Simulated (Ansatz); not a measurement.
# C₃H₃Ga (SMILES [CH3][Ga]1[C]#[C]1): single points off equilibrium

How do the functionals fare away from a minimum? The structure is a structure displaced at random from a GFN2-xTB minimum.

Computed with Ansatz 0.2.0, Gaussian basis. Level: single points in def2-TZVPP.

Cores are frozen in the correlated methods. Filled d shells of the heavier atoms are correlated.

### Step 1. Where the work starts

SMILES `[CH3][Ga]1[C]#[C]1`, 7 atoms, charge 0, spin multiplicity 1.

Atoms are counted from 1 here; the program's logs count them from 0.

Bond lengths: C1–Ga2 2.096 Å, C1–H5 1.066 Å, C1–H6 1.067 Å, C1–H7 1.126 Å, Ga2–C3 2.038 Å, Ga2–C4 2.011 Å, C3–C4 1.356 Å. Angles: Ga2–C1–H5 114.0°, Ga2–C1–H6 113.1°, Ga2–C1–H7 103.3°, H5–C1–H6 114.6°, H5–C1–H7 104.3°, H6–C1–H7 106.1°, C1–Ga2–C3 158.9°, C1–Ga2–C4 161.8°, C3–Ga2–C4 39.1°, Ga2–C3–C4 69.3°, Ga2–C4–C3 71.5°.

Geometry (Å):

```mol
C3H3Ga
  3D, bonds by distance, orders not assigned

  7  7  0  0  0  0  0  0  0  0999 V2000
   -0.3884    1.0944   -0.5734 C   0  0
    0.2859   -0.6786    0.3183 Ga  0  0
    1.2755   -1.8960    1.6195 C   0  0
    0.6841   -2.6229    0.6397 C   0  0
   -0.1272    1.1887   -1.6030 H   0  0
   -0.1904    1.9611    0.0160 H   0  0
   -1.5074    0.9713   -0.5803 H   0  0
  1  2  8  0
  1  5  8  0
  1  6  8  0
  1  7  8  0
  2  3  8  0
  2  4  8  0
  3  4  8  0
M  END
```

### Step 2. CCSD(T)/def2-TZVPP

Contents of run/in.yaml:

```yaml
crystal:
  periodic: [false, false, false]
  atoms:
    - {symbol: C, position_ang: [-0.388400, 1.094400, -0.573400]}
    - {symbol: Ga, position_ang: [0.285900, -0.678600, 0.318300]}
    - {symbol: C, position_ang: [1.275500, -1.896000, 1.619500]}
    - {symbol: C, position_ang: [0.684100, -2.622900, 0.639700]}
    - {symbol: H, position_ang: [-0.127200, 1.188700, -1.603000]}
    - {symbol: H, position_ang: [-0.190400, 1.961100, 0.016000]}
    - {symbol: H, position_ang: [-1.507400, 0.971300, -0.580300]}
basis:
  gaussian: {orbitals: def2-TZVPP}
correlation: {method: ccsd_t}
output: {forces: true}
```

No record of the launch command was kept for these runs.

### Step 3. PBE0-D4/def2-TZVPP

Changes to run/in.yaml since step 2:

```diff
@@ -12,3 +12,3 @@
   gaussian: {orbitals: def2-TZVPP}
-correlation: {method: ccsd_t}
-output: {forces: true}
+hamiltonian: {xc: pbe0, dispersion: d4}
+output: {forces: true, orbitals: {seedname: orbitals}}
```

### Step 4. wB97M-V/def2-TZVPP

Changes to run/in.yaml since step 3:

```diff
@@ -12,3 +12,3 @@
   gaussian: {orbitals: def2-TZVPP}
-hamiltonian: {xc: pbe0, dispersion: d4}
-output: {forces: true, orbitals: {seedname: orbitals}}
+hamiltonian: {xc: {name: wB97M-V}}
+output: {forces: true}
```

### Step 5. r2SCAN-D4/def2-TZVPP

Changes to run/in.yaml since step 4:

```diff
@@ -12,3 +12,3 @@
   gaussian: {orbitals: def2-TZVPP}
-hamiltonian: {xc: {name: wB97M-V}}
+hamiltonian: {xc: r2scan, dispersion: d4}
 output: {forces: true}
```

### Step 6. PBE-D4/def2-TZVPP

Changes to run/in.yaml since step 5:

```diff
@@ -12,3 +12,3 @@
   gaussian: {orbitals: def2-TZVPP}
-hamiltonian: {xc: r2scan, dispersion: d4}
+hamiltonian: {xc: pbe, dispersion: d4}
 output: {forces: true}
```

### Step 7. HSE06-D4/def2-TZVPP

Changes to run/in.yaml since step 6:

```diff
@@ -12,3 +12,3 @@
   gaussian: {orbitals: def2-TZVPP}
-hamiltonian: {xc: pbe, dispersion: d4}
+hamiltonian: {xc: hse06, dispersion: d4}
 output: {forces: true}
```

### Step 8. BLYP-D4/def2-TZVPP

Changes to run/in.yaml since step 7:

```diff
@@ -12,3 +12,3 @@
   gaussian: {orbitals: def2-TZVPP}
-hamiltonian: {xc: hse06, dispersion: d4}
+hamiltonian: {xc: {name: BLYP}, dispersion: d4}
 output: {forces: true}
```

(Steps that only read results are left out.)

Before running it: what results should come out? Wanted: energy less free atoms, CCSD(T)/def2-TZVPP; RMS force component; RMS force error; HOMO and LUMO, PBE0-D4; T1 diagnostic.

**Answer**, as computed:

| quantity | value |
| --- | --- |
| energy less free atoms, CCSD(T)/def2-TZVPP | -2540.6 kJ/mol |
| RMS force component | 1.361 to 1.703 eV/Å over the methods |
| RMS force error | PBE0-D4 0.294, wB97M-V 0.397, r2SCAN-D4 0.225, PBE-D4 0.103, HSE06-D4 0.285, BLYP-D4 0.160 eV/Å |
| HOMO and LUMO, PBE0-D4 | -6.81 and -2.16 eV |
| T1 diagnostic | 0.018 |

**Reading.** Against CCSD(T) the functionals' energies less atoms differ by -139.6 to -47.2 kJ/mol, PBE-D4 by -139.6 kJ/mol. CCSD(T) in triple zeta still lacks some correlation energy of the bonds, so part of these gaps is its own basis error and they don't rank the functionals. On forces the order runs from PBE-D4 to wB97M-V. Frozen-core CCSD(T) forces in triple zeta carry basis errors of their own, and this is one geometry, so small gaps rank nothing.
